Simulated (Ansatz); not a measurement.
# SrMg: how the settings move a relaxation

How sensitive is a relaxation of SrMg to its settings? A reference run comes first, then one run with altered input.

Program: Ansatz 0.2.0. Level of theory: reference: DFT, PBEsol, PAW with Ansatz's default frozen-core files, scalar-relativistic; relaxation of cell and atoms. These are calculated values, not measurements.

1 further run of the same task is left out (set aside as unsound or not needed).

**1. The system as given**

It takes space group Pm-3m (No. 221, cubic). Conventional cell: a = 3.900 Å, b = 3.900 Å, c = 3.900 Å, α = 90.00°, β = 90.00°, γ = 90.00°. Around Sr (site symmetry m-3m) lie 8 Mg at 3.38 Å. Mg (site symmetry m-3m) is surrounded by 8 Sr at 3.38 Å.

Coordinates:

```
CELL_PARAMETERS angstrom
3.90000 0.00000 0.00000
0.00000 3.90000 0.00000
0.00000 0.00000 3.90000
ATOMIC_POSITIONS crystal
Sr 0.50000 0.50000 0.50000
Mg 0.00000 0.00000 0.00000
```

**2. Reference**

Input file input.yaml:

```yaml
crystal:
  lattice:
    - [3.9, 0.0, 0.0]
    - [0.0, 3.9, 0.0]
    - [0.0, 0.0, 3.9]
  atoms:
    - { symbol: Sr, position: [0.5, 0.5, 0.5] }
    - { symbol: Mg, position: [0.0, 0.0, 0.0] }
kpoints:
  mp_grid: { grid: [10, 10, 10] }
scf:
  occupations: { method: fermi_dirac, width: 0.08 }
hamiltonian:
  xc: pbesol
  pseudopotentials: { kind: paw }
relax:
  f_tol: 0.002
  max_steps: 80
  cell: {}
output:
  forces: true
  stress: true
  write_density: true
  write_potential: true
  elf: true
  volumetric_format: npy
```

The run is started by

```console
ansatz run input.yaml --threads 1 --pin off --max-ram 3072MiB --backend cpu --events-out ev --progress --plain --runs-dir out
```

**3. Variant: occupations.method tetrahedron, eigensolver.kind davidson, xc r2scan, basis.precision f64, width left out**

Edit input.yaml of step 2 so:

```diff
@@ -11,5 +11,6 @@
 scf:
-  occupations: { method: fermi_dirac, width: 0.08 }
+  occupations: { method: tetrahedron }
+  eigensolver: { kind: davidson }
 hamiltonian:
-  xc: pbesol
+  xc: r2scan
   pseudopotentials: { kind: paw }
@@ -22,5 +23,3 @@
   stress: true
-  write_density: true
-  write_potential: true
-  elf: true
-  volumetric_format: npy
+basis:
+  precision: f64
```

Q: Predict the outcome of this session. Wanted: for each run, ending; energy change; pressure; gap; force.

As calculated:

| run | ending | energy change | pressure (GPa) | gap (eV) | force (eV/Å) | cycles | time |
| --- | --- | --- | --- | --- | --- | --- | --- |
| reference | converged | - | 0.0 | 0.00 | 0.00 | 26 | 8.7 s |
| 1: occupations.method tetrahedron, eigensolver.kind davidson, xc r2scan, basis.precision f64, width left out | converged | not comparable | 0.0 | 0.00 | 0.00 | 44 | 29 s |

Times don't compare one to one where runs were asked for different outputs or read a saved state (see the inputs); cycles may leave out searches for a lower state.

**Reading.** After a change of functional the difference of the totals has no physical meaning; the final volume goes from 70.53 to 73.70 Å³. The smearing changed too.
